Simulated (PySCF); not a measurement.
# C₅H₁₀FP: magnetic properties

Aim: compute the magnetic properties of C₅H₁₀FP (`[H]/P=C(/F)C(C)(C)C`).

Programs: PySCF 2.14.0, with routines of our own; each step states its level. All values are computed. Atoms count from 0.

### Step 1. The starting structure

17 atoms, charge 0, multiplicity 1; geometry from: GFN2-xTB.

### Step 2. Magnetic properties: GIAO B3LYP/pcSseg-1

The job: settings as JSON, then the geometry in Å.

```
{"job": {"kind": "mag", "xc": "B3LYP", "basis": "pcSseg-1", "isotopologues": 2}, "charge": 0, "multiplicity": 1}
C     -0.683501     0.089405     1.448386
C     -0.097770    -0.049908     0.035529
C     -1.118432    -0.734721    -0.885351
C      0.242607     1.330683    -0.516604
C      1.112877    -0.943224     0.126108
F      0.789692    -2.167973     0.619468
P      2.739875    -0.764552    -0.239948
H      0.035039     0.567650     2.111200
H     -1.586234     0.694714     1.419431
H     -0.934041    -0.886149     1.857878
H     -2.025262    -0.137750    -0.944352
H     -1.376934    -1.720655    -0.506855
H     -0.709505    -0.845915    -1.887703
H      0.958362     1.840658     0.125926
H      0.652219     1.255896    -1.522512
H     -0.660559     1.934809    -0.563319
H      2.654571     0.549063    -0.687193
```

Level: GIAO B3LYP/pcSseg-1 magnetisability, rotational g tensor and spin-rotation constants, non-relativistic, gas phase.

Launch:

```sh
> OMP_NUM_THREADS=1 python excited_run.py task.json out
```

One launch serves the whole session: the jobs run in the order shown.

What it wrote:

```text
coarse grid: 14344 points
cycle   1  E = -637.5640047432  dE =  6.155e-01  |g| = 5.902e-01  |ddm| = 3.558e+00
cycle   2  E = -637.5067135019  dE =  5.729e-02  |g| = 8.309e-01  |ddm| = 9.848e-01
cycle   3  E = -637.6352886365  dE = -1.286e-01  |g| = 1.147e-01  |ddm| = 5.737e-01
cycle   4  E = -637.6375352058  dE = -2.247e-03  |g| = 4.676e-02  |ddm| = 1.276e-01
cycle   5  E = -637.6379809906  dE = -4.458e-04  |g| = 2.244e-02  |ddm| = 6.885e-02
cycle   6  E = -637.6381125753  dE = -1.316e-04  |g| = 5.619e-03  |ddm| = 2.828e-02
cycle   7  E = -637.6381197794  dE = -7.204e-06  |g| = 1.553e-03  |ddm| = 6.976e-03
final grid: 133296 points
cycle   8  E = -637.6966328775  dE = -4.995e-05  |g| = 8.892e-03  |ddm| = 3.976e-02
cycle   9  E = -637.6966134110  dE =  1.947e-05  |g| = 1.306e-02  |ddm| = 1.793e-02
cycle  10  E = -637.6966502006  dE = -3.679e-05  |g| = 1.762e-03  |ddm| = 1.184e-02
cycle  11  E = -637.6966508672  dE = -6.667e-07  |g| = 5.177e-04  |ddm| = 2.001e-03
cycle  12  E = -637.6966509288  dE = -6.160e-08  |g| = 2.232e-04  |ddm| = 6.829e-04
cycle  13  E = -637.6966509402  dE = -1.137e-08  |g| = 4.372e-05  |ddm| = 2.557e-04
cycle  14  E = -637.6966509407  dE = -4.611e-10  |g| = 1.247e-05  |ddm| = 6.613e-05
converged SCF energy = -637.6966509407

Magnetisability tensor (1e-30 J/T^2)
    -1300.07      -17.46      -20.47
      -17.46    -1228.15      -72.59
      -20.47      -72.59    -1413.10
isotropic -1313.77   principal values   -1442.60  -1296.66  -1202.05
isotropic susceptibility -79.117 1e-6 cm^3/mol

Inertial axes            a          b          c
rot. const./GHz      2.9015     1.6722     1.3820
chi total           -77.281    -73.195    -86.875
chi diamagnetic    -534.909   -824.198   -959.980
chi paramagnetic    457.628    751.003    873.105
quadrupole/D A       -1.564      0.457      1.107
g nuclear            0.6041     0.5745     0.5627
g electronic        -0.6238    -0.5900    -0.5669
g total             -0.0197    -0.0155    -0.0042

Spin-rotation constants (kHz, H = +C I.J)
atom  isotope        aa         bb         cc
  5    19F        6.885      3.235      0.502
  6    31P        4.833      4.456      1.470
  7     1H       -0.248     -0.175     -0.019
  8     1H        0.063     -0.186     -0.161
  9     1H       -0.318      0.052     -0.153
 10     1H        0.063     -0.186     -0.161
 11     1H       -0.318      0.052     -0.153
 12     1H       -0.248     -0.175     -0.019
 13     1H       -0.264     -0.140     -0.033
 14     1H       -0.264     -0.140     -0.034
 15     1H        0.047     -0.163     -0.170
 16     1H       -0.273      0.104     -0.158
  0    13C*       0.519      0.301      0.199
  1    13C*       0.518      0.357      0.262
  4    13C*       1.268      1.368      0.421
* in the singly substituted isotopologue

Isotopologues: g along a, b, c
2H    at 7,8,9,10,11,12    -0.0163    -0.0137    -0.0040
13C   at 0                 -0.0195    -0.0153    -0.0042
```

It took 27 s on 1 thread of Arm Neoverse V1, shared host; peak memory 0.83 GiB.

Key values:

```
              quantity                      value
       magnetisability           -1314·10⁻³⁰ J/T²
  molar susceptibility         -79.1·10⁻⁶ cm³/mol
rotational g (a, b, c)  -0.0197, -0.0155, -0.0042
```

### Step 3. Magnetic properties: GIAO BP86/pcseg-1

Settings changed since step 2:

```diff
@@ -1,2 +1,2 @@
-{"job": {"kind": "mag", "xc": "B3LYP", "basis": "pcSseg-1", "isotopologues": 2}, "charge": 0, "multiplicity": 1}
+{"job": {"kind": "mag", "xc": "BP86", "basis": "pcseg-1"}, "charge": 0, "multiplicity": 1}
 C     -0.683501     0.089405     1.448386
```

With the program's defaults for keys left out, this is: GIAO BP86/pcseg-1 magnetisability, rotational g tensor and spin-rotation constants, non-relativistic, gas phase.

What it wrote:

```text
coarse grid: 14344 points
cycle   1  E = -637.5195933871  dE =  4.976e-01  |g| = 5.902e-01  |ddm| = 4.074e+00
cycle   2  E = -637.3966792868  dE =  1.229e-01  |g| = 9.412e-01  |ddm| = 1.385e+00
cycle   3  E = -637.6035093955  dE = -2.068e-01  |g| = 1.350e-01  |ddm| = 9.022e-01
cycle   4  E = -637.6067590085  dE = -3.250e-03  |g| = 6.711e-02  |ddm| = 2.279e-01
cycle   5  E = -637.6075567300  dE = -7.977e-04  |g| = 3.542e-02  |ddm| = 1.129e-01
cycle   6  E = -637.6079061696  dE = -3.494e-04  |g| = 1.052e-02  |ddm| = 5.313e-02
cycle   7  E = -637.6079373052  dE = -3.114e-05  |g| = 2.621e-03  |ddm| = 1.653e-02
cycle   8  E = -637.6079389292  dE = -1.624e-06  |g| = 6.275e-04  |ddm| = 3.913e-03
final grid: 133296 points
cycle   9  E = -637.6771027653  dE = -6.973e-05  |g| = 7.387e-03  |ddm| = 5.759e-02
cycle  10  E = -637.6770530583  dE =  4.971e-05  |g| = 1.451e-02  |ddm| = 2.285e-02
cycle  11  E = -637.6771079963  dE = -5.494e-05  |g| = 5.335e-03  |ddm| = 2.288e-02
cycle  12  E = -637.6771169216  dE = -8.925e-06  |g| = 4.906e-04  |ddm| = 6.986e-03
cycle  13  E = -637.6771169823  dE = -6.065e-08  |g| = 1.489e-04  |ddm| = 9.597e-04
cycle  14  E = -637.6771169876  dE = -5.293e-09  |g| = 3.597e-05  |ddm| = 1.935e-04
cycle  15  E = -637.6771169879  dE = -2.892e-10  |g| = 1.130e-05  |ddm| = 4.686e-05
converged SCF energy = -637.6771169879

Magnetisability tensor (1e-30 J/T^2)
    -1288.23      -16.84      -22.70
      -16.84    -1220.65      -74.97
      -22.70      -74.97    -1410.75
isotropic -1306.54   principal values   -1441.52  -1284.27  -1193.85
isotropic susceptibility -78.682 1e-6 cm^3/mol

Inertial axes            a          b          c
rot. const./GHz      2.9015     1.6722     1.3820
chi total           -76.609    -72.627    -86.810
chi diamagnetic    -534.380   -824.181   -959.635
chi paramagnetic    457.771    751.555    872.824
quadrupole/D A       -1.957      0.933      1.024
g nuclear            0.6041     0.5745     0.5627
g electronic        -0.6240    -0.5904    -0.5667
g total             -0.0199    -0.0159    -0.0040

Spin-rotation constants (kHz, H = +C I.J)
atom  isotope        aa         bb         cc
  5    19F        7.001      3.384      0.579
  6    31P        4.812      4.218      1.425
  7     1H       -0.249     -0.174     -0.019
  8     1H        0.066     -0.186     -0.162
  9     1H       -0.319      0.054     -0.154
 10     1H        0.065     -0.186     -0.162
 11     1H       -0.319      0.054     -0.154
 12     1H       -0.249     -0.174     -0.019
 13     1H       -0.265     -0.140     -0.032
 14     1H       -0.265     -0.140     -0.032
 15     1H        0.049     -0.164     -0.171
 16     1H       -0.272      0.107     -0.158
  0    13C*       0.477      0.276      0.181
  1    13C*       0.491      0.341      0.253
  4    13C*       1.192      1.254      0.404
* in the singly substituted isotopologue
```

Run time: 31 s. Hardware: 1 thread of Arm Neoverse V1, shared host; peak memory 0.53 GiB.

From this job:

```
              quantity                      value
       magnetisability           -1307·10⁻³⁰ J/T²
  molar susceptibility         -78.7·10⁻⁶ cm³/mol
rotational g (a, b, c)  -0.0199, -0.0159, -0.0040
```

### Step 4. The levels compared

```
              level  ξ (10⁻³⁰ J/T²)     g(a)     g(b)  gap (eV)  functions  time
GIAO B3LYP/pcSseg-1           -1314  -0.0197  -0.0155      5.32        176  27 s
  GIAO BP86/pcseg-1           -1307  -0.0199  -0.0159      3.80        152  31 s
```

### Step 5. What came out

| quantity | value |
| --- | --- |
| magnetisability (step 2, GIAO B3LYP/pcSseg-1) | -1314·10⁻³⁰ J/T² |
| molar susceptibility (step 2, GIAO B3LYP/pcSseg-1) | -79.1·10⁻⁶ cm³/mol |
| rotational g (a, b, c) (step 2, GIAO B3LYP/pcSseg-1) | -0.0197, -0.0155, -0.0042 |
| magnetisability over the levels | -1314 to -1307·10⁻³⁰ J/T² |

The magnetisability spreads by 0.6 % over 2 levels of like cost. Two levels can agree by chance, so this spread shows no convergence. Vibrational averaging and real surroundings are missing from these values.
